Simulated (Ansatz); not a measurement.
**SiGeH (quartet): from Hartree-Fock to the top rungs, cc-pVDZ**

How much of the correlation energy of SiGeH (quartet) does each wave-function method recover here?

The runs use Ansatz 0.2.0, Gaussian basis; cc-pVDZ, core rule «outside noble gas», up to 19 orbitals frozen.

Plan: UHF; CCSD(T) on ROHF; CCSD(T) on UHF; BCCD(T) on ROHF; CISD; CCSDT(Q) on ROHF; CCSDT(Q) on UHF; CCSDTQ on ROHF; CCSDTQ on UHF; CASSCF and MRCISD+Q, 9 electrons in 9 orbitals; CASSCF and MRCISD+Q(relaxed), 9 electrons in 9 orbitals; CASSCF and NEVPT2, 9 electrons in 9 orbitals.

3 further runs of the same task are left out: 3 set aside as unsound or not needed.

**1. What is computed**

The geometry is a PBE0/def2-TZVP stationary point (not a proven minimum) of the parent state, kept for this charge and spin. No spin-orbit coupling is included. The filled d shell of Ge may be among the frozen orbitals whatever the setting's name suggests; the logs give the count.

3 atoms, charge 0, spin multiplicity 4.

Atoms are counted from 1 here; the program's logs count them from 0.

Bond lengths: Si1–Ge2 2.190 Å, Si1–H3 1.495 Å. Angles: Ge2–Si1–H3 180.0°.

**2. UHF**

Contents of in.yaml:

```yaml
crystal:
  periodic: [false, false, false]
  atoms:
    - {symbol: Si, position_ang: [0.000000, 0.000000, 0.231514]}
    - {symbol: Ge, position_ang: [0.000000, 0.000000, -1.958437]}
    - {symbol: H, position_ang: [0.000000, 0.000000, 1.726924]}
basis:
  gaussian: {orbitals: cc-pVDZ}
magnetization: {spin_polarized: true, initial_magnetization: 3}
hamiltonian: {xc: hf}
output: {orbitals: {seedname: orbitals}}
```

Started as:

```bash
ansatz run in.yaml --threads 1 --pin off --events-out ev --progress --plain --max-ram 4096MiB --backend cpu
```

The runs that follow: CCSD(T) on ROHF; CCSD(T) on UHF; BCCD(T) on ROHF; CISD; CCSDT(Q) on ROHF; CCSDT(Q) on UHF; CCSDTQ on ROHF; CCSDTQ on UHF; CASSCF and MRCISD+Q, 9 electrons in 9 orbitals; CASSCF and MRCISD+Q(relaxed), 9 electrons in 9 orbitals; CASSCF and NEVPT2, 9 electrons in 9 orbitals.

Before running them: what should the planned runs give, taken together? Wanted: UCCSDTQ below the RHF energy; RMP2 from UCCSDTQ; UMP2 from UCCSDTQ; RCCSD from UCCSDTQ; RCCSD(T) from UCCSDTQ; UCCSD(T) from UCCSDTQ; RCCSDT(Q) from UCCSDTQ; UCCSDT(Q) from UCCSDTQ; NEVPT2 valence from UCCSDTQ.

The runs gave:

| quantity | value |
| --- | --- |
| UCCSDTQ below the RHF energy | -4.6959 eV |
| RMP2 from UCCSDTQ | +24.98 kcal/mol |
| UMP2 from UCCSDTQ | +26.21 kcal/mol |
| RCCSD from UCCSDTQ | +4.86 kcal/mol |
| RCCSD(T) from UCCSDTQ | +1.31 kcal/mol |
| UCCSD(T) from UCCSDTQ | +1.23 kcal/mol |
| RCCSDT(Q) from UCCSDTQ | +0.14 kcal/mol |
| UCCSDT(Q) from UCCSDTQ | +0.03 kcal/mol |
| NEVPT2 valence from UCCSDTQ | +18.98 kcal/mol |
| MRCISD+Q valence from UCCSDTQ | +0.25 kcal/mol |
| MRCISD+Q(relaxed) valence from UCCSDTQ | -0.45 kcal/mol |
| levels within 1 kcal/mol (43 meV) | RCCSDT, UCCSDT, RCCSDT(Q), UCCSDT(Q), RCCSDTQ, MRCISD+Q valence, MRCISD+Q(relaxed) valence |
| T1 diagnostic | 0.025 |
| effectively unpaired electrons | 3.05 |

RCCSD(T) misses by +1.31 kcal/mol, 1.2 % of the correlation energy. One determinant dominates. Of the multireference levels listed MRCISD+Q valence comes nearest in total energy (+0.25 kcal/mol), which doesn't show that its space is the better one. These misses are within one basis, not against nature; the frozen cores of restricted and unrestricted runs differ, which can shift their rows.
